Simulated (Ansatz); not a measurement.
# SnTe: a single-point run

The task is a single-point run on SnTe. The structure is shown as the input types it.

Program: Ansatz 0.2.0. Level of theory: density functional or hybrid calculation with the settings of its input, plane waves (as first typed). These are calculated values, not measurements.

4 further runs of the same task are left out: 4 that didn't finish.

## Step 1: The structure to begin with

The structure is cubic, space group Fm-3m (No. 225). The conventional cell has a = 6.379 Å, b = 6.379 Å, c = 6.379 Å, α = 90.00°, β = 90.00°, γ = 90.00°. Sn (site symmetry m-3m) is surrounded by 6 Te at 3.19 Å. Around Te (site symmetry m-3m) lie 6 Sn at 3.19 Å.

As a file:

```
CELL_PARAMETERS angstrom
0.00000 3.18933 3.18933
3.18933 0.00000 3.18933
3.18933 3.18933 0.00000
ATOMIC_POSITIONS crystal
Sn 0.00000 0.00000 0.00000
Te 0.50000 0.50000 0.50000
```

## Step 2: The run

input.yaml

```yaml
crystal:
  lattice:
    - [0.0, 3.1893300331, 3.1893300331]
    - [3.1893300331, 0.0, 3.1893300331]
    - [3.1893300331, 3.1893300331, 0.0]
  atoms:
    - { symbol: Sn, position: [0.0, 0.0, 0.0] }
    - { symbol: Te, position: [0.5, 0.5, 0.5] }
kpoints:
  mp_grid: { grid: [4, 4, 4] }
hamiltonian:
  xc: hse06
scf:
  occupations: { method: fermi_dirac, width: 0.02 }
  n_extra_bands: 4
  max_iter: 66
output:
  forces: true
  stress: true
  eigenvalues: true
basis:
  ecutrho_ratio: 1
```

The run is started by

```
> ansatz run input.yaml --threads 4 --pin off --max-ram 3686MiB --backend cpu --events-out ev --progress --plain --runs-dir out
```

What happens when this is run?

The run converged and reported no error, with warnings (cutoff below recommended, stress exchange threshold loose, stress scf threshold loose). Its log warns: «basis.ecutrho_ratio = 1 (ecutrho = 420 eV) is below the records' recommended 1680 eV»

In the input, basis.ecutrho_ratio is 1. The grid or cutoff for the density and potential is too coarse for the wavefunction basis: a density holds Fourier components up to twice the waves' wavevector.

Run again and compare: delete basis.ecutrho_ratio (the default then holds).
